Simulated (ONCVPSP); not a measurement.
# Mo: the cost of one run

Method: ONCVPSP 4.0.1.1 (patched build), PBE, scalar-relativistic.

### 1 Starting point

The settings as typed:

- element: molybdenum (Mo, Z = 42)
- type: optimised norm-conserving Vanderbilt (ONCV)
- frozen core: [Ar] 3d10
- valence charge: 14
- reference configuration: 4s2 4p6 4d5 5s1
- partial waves: 4s+5s: rc 2.20 bohr, ncon 4, nbas 7, qcut 6.6 1/bohr, 2 projectors; 4p: rc 1.35 bohr, ncon 4, nbas 8, qcut 5.9 1/bohr, 1 projector; 4d: rc 1.95 bohr, ncon 5, nbas 10, qcut 9.1 1/bohr, 2 projectors, debl 2.7 Ha
- local potential: polynomial inside 1.20 bohr (lpopt 5, dvloc0 6 Ha)
- core correction: Teter function fitted to the true core (icmod 2), fcfact 0.65

The nodes and maxima of the atom's own shells, from an earlier all-electron run, set the scale for the radii.

All-electron outer shells of the reference configuration (PBE, scalar-relativistic, ld1.x):

```tsv
shell	level (eV)	outermost node (bohr)	outermost maximum (bohr)
3d	-220.98	–	0.32
4s	-64.35	0.51	0.99
4p	-38.49	0.52	1.08
5s	-4.09	1.34	2.93
4d	-3.75	0.53	1.38
5p	-1.04	1.54	4.11
```

### 2 Generating the potential

The input, Mo.dat:

```
# ATOM AND REFERENCE CONFIGURATION
# atsym  z   nc   nv     iexc    psfile
  Mo 42.00    6    4        4      upf
#
#   n    l    f
    1    0    2.00
    2    0    2.00
    2    1    6.00
    3    0    2.00
    3    1    6.00
    3    2   10.00
    4    0    2.00
    4    1    6.00
    4    2    5.00
    5    0    1.00
#
# PSEUDOPOTENTIAL AND OPTIMIZATION
# lmax
    2
#
#   l,   rc,      ep,       ncon, nbas, qcut
    0    2.20    0.00    4    7    6.60
    1    1.35    0.00    4    8    5.90
    2    1.95    0.00    5   10    9.10
#
# LOCAL POTENTIAL
# lloc, lpopt,  rc(5),   dvloc0
    4    5    1.20    6.00
#
# VANDERBILT-KLEINMAN-BYLANDER PROJECTORs
# l, nproj, debl
    0    2    3.20
    1    1    3.70
    2    2    2.70
#
# MODEL CORE CHARGE
# icmod, fcfact, rcfact
    2    0.65    0.95
#
# LOG DERIVATIVE ANALYSIS
# epsh1, epsh2, depsh
   -4.00    5.00    0.02
#
# OUTPUT GRID
# rlmax, drl
    6.00    0.01
#
# TEST CONFIGURATIONS
# ncnf
    4
# nvcnf
#   n    l    f
    4
    4    0    2.00
    4    1    6.00
    4    2    5.00
    5    0    0.00
#
    4
    4    0    2.00
    4    1    6.00
    4    2    4.00
    5    0    0.00
#
    4
    4    0    2.00
    4    1    6.00
    4    2    3.00
    5    0    0.00
#
    4
    4    0    2.00
    4    1    6.00
    4    2    5.50
    5    0    0.50
#
```

The run is started by

```
$ oncvpsp.x < Mo.dat > Mo.out
```

**Question.** How long does this run take on 1 thread of Neoverse-V1, shared host?

About 4.5 s.
